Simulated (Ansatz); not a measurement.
# Be: pressure up to the limit of the methods

One table from this session's results is given with a row withheld; the runs are named, their logs left out.

Computed with Ansatz 0.2.0 (DFT, LDA, PAW with Ansatz's default frozen-core files, scalar-relativistic, unless a step's input says otherwise).

## Starting point

It takes space group Pm-3m (No. 221, cubic). Conventional cell: a = 2.013 Å, b = 2.013 Å, c = 2.013 Å, α = 90.00°, β = 90.00°, γ = 90.00°. Be (site symmetry m-3m) has 6 Be at 2.01 Å in its first shell of neighbours.

Coordinates:

```
CELL_PARAMETERS angstrom
2.01284 0.00000 0.00000
0.00000 2.01284 0.00000
0.00000 0.00000 2.01284
ATOMIC_POSITIONS crystal
Be 0.00000 0.00000 0.00000
```

Whether this phase is the stable one at these pressures isn't tested.

Set-up of the first run:

File input.yaml:

```yaml
crystal:
  lattice:
    - [2.0128407149, 0.0, 0.0]
    - [0.0, 2.0128407149, 0.0]
    - [0.0, 0.0, 2.0128407149]
  atoms:
    - { symbol: Be, position: [0.0, 0.0, 0.0] }
kpoints:
  mp_grid: { grid: [21, 21, 21] }
scf:
  occupations: { method: fermi_dirac, width: 0.1 }
hamiltonian:
  xc: lda
  pseudopotentials: { kind: paw }
output:
  forces: true
  stress: true
  write_density: true
  write_potential: true
  elf: true
  volumetric_format: npy
relax:
  f_tol: 0.005
  max_steps: 40
  cell: {}
```

On the command line:

```console
$ ansatz run input.yaml --threads 1 --pin off --max-ram 2048MiB --backend cpu --events-out ev --progress --plain --runs-dir out
```

Steps of the session up to this table: Cell relaxed at zero pressure, PAW; Volume scaled by 1, PAW; Volume scaled by 0.9, PAW; Volume scaled by 0.8, PAW; Volume scaled by 0.7, PAW; Volume scaled by 0.6, PAW; Volume scaled by 0.5, PAW; Volume scaled by 0.4, PAW; Volume scaled by 0.4, PAW (cutoff 1000 eV).

One of the session's tables, all rows but one given; the rest of the session is left out.

| method | volume over the first | volume (Å³/atom) | pressure (GPa) |
| --- | --- | --- | --- |
| PAW | 1 | 9.820 | 0.00 |
| PAW | 0.9 | 8.838 | 10.09 |
| PAW | 0.8 | ? | ? |
| PAW | 0.7 | 6.874 | 51.38 |
| PAW | 0.6 | 5.892 | 92.92 |
| PAW | 0.5 | 4.910 | 166.92 |
| PAW | 0.4 | 3.928 | 305.80 |
| PAW (cutoff 1000 eV) | 0.4 | 3.928 | 305.75 |

**Question.** Estimate the row for PAW, 0.8.

The run gave: volume (Å³/atom): 7.856; pressure (GPa): 26.02. In the column «volume (Å³/atom)» it lies between PAW, 0.7 (6.874) and PAW, 0.9 (8.838).

Caveats from the session: At pressures up to 306 GPa the PAW spheres may overlap and frozen cores may not hold, so those PAW values are rough without an all-electron check.
